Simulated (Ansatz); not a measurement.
# Ag (bcc type): how the settings move a relaxation

Question: which choices in the input matter for Ag (bcc type)?

Method: reference: DFT, PBEsol, PAW with Ansatz's default frozen-core files, scalar-relativistic, in Ansatz 0.2.0.

### 1 The system as given

Symmetry: Im-3m, No. 229, cubic system. The conventional cell has a = 3.216 Å, b = 3.216 Å, c = 3.216 Å, α = 90.00°, β = 90.00°, γ = 90.00°. Around Ag (site symmetry m-3m) lie 8 Ag at 2.79 Å.

As a file:

```xyz
1
Lattice="-1.6082 1.6082 1.6082 1.6082 -1.6082 1.6082 1.6082 1.6082 -1.6082" Properties=species:S:1:pos:R:3 pbc="T T T"
Ag    0.0000    0.0000    0.0000
```

### 2 The reference run

Contents of input.yaml:

```yaml
crystal:
  lattice:
    - [-1.6081614237, 1.6081614237, 1.6081614237]
    - [1.6081614237, -1.6081614237, 1.6081614237]
    - [1.6081614237, 1.6081614237, -1.6081614237]
  atoms:
    - { symbol: Ag, position: [0.0, 0.0, 0.0] }
kpoints:
  mp_grid: { grid: [18, 18, 18] }
scf:
  occupations: { method: fermi_dirac, width: 0.08 }
hamiltonian:
  xc: pbesol
  pseudopotentials: { kind: paw }
output:
  forces: true
  stress: true
relax:
  f_tol: 0.005
  max_steps: 40
  cell: {}
```

On the command line:

```
$ ansatz run input.yaml --threads 1 --pin off --max-ram 2048MiB --backend cpu --events-out ev --progress --plain --runs-dir out
```

### 3 Changed: scf.algorithm direct_min, max_displacement 0.5, ecutrho_ratio 4

Edit input.yaml of step 2 so:

```diff
@@ -11,2 +11,3 @@
   occupations: { method: fermi_dirac, width: 0.08 }
+  algorithm: direct_min
 hamiltonian:
@@ -17,2 +18,6 @@
   stress: true
+  write_density: true
+  write_potential: true
+  elf: true
+  volumetric_format: npy
 relax:
@@ -21 +26,4 @@
   cell: {}
+  max_displacement: 0.5
+basis:
+  ecutrho_ratio: 4
```

Before running it: what results should come out? Wanted: for each run, ending; energy change; pressure; gap; force.

**Answer**, as computed:

```tsv
run	ending	energy change	pressure (GPa)	gap (eV)	force (eV/Å)	cycles	time
reference	converged	0	0.0	0.00	0.00	20	8.2 s
1: scf.algorithm direct_min, max_displacement 0.5, ecutrho_ratio 4	converged	0.0 meV/atom	0.0	0.00	0.00	14	15 s
```

Times don't compare one to one where runs were asked for different outputs or read a saved state (see the inputs); cycles may leave out searches for a lower state.

The changed solver and walk settings doesn't alter the result here (within 0.5 meV/atom).
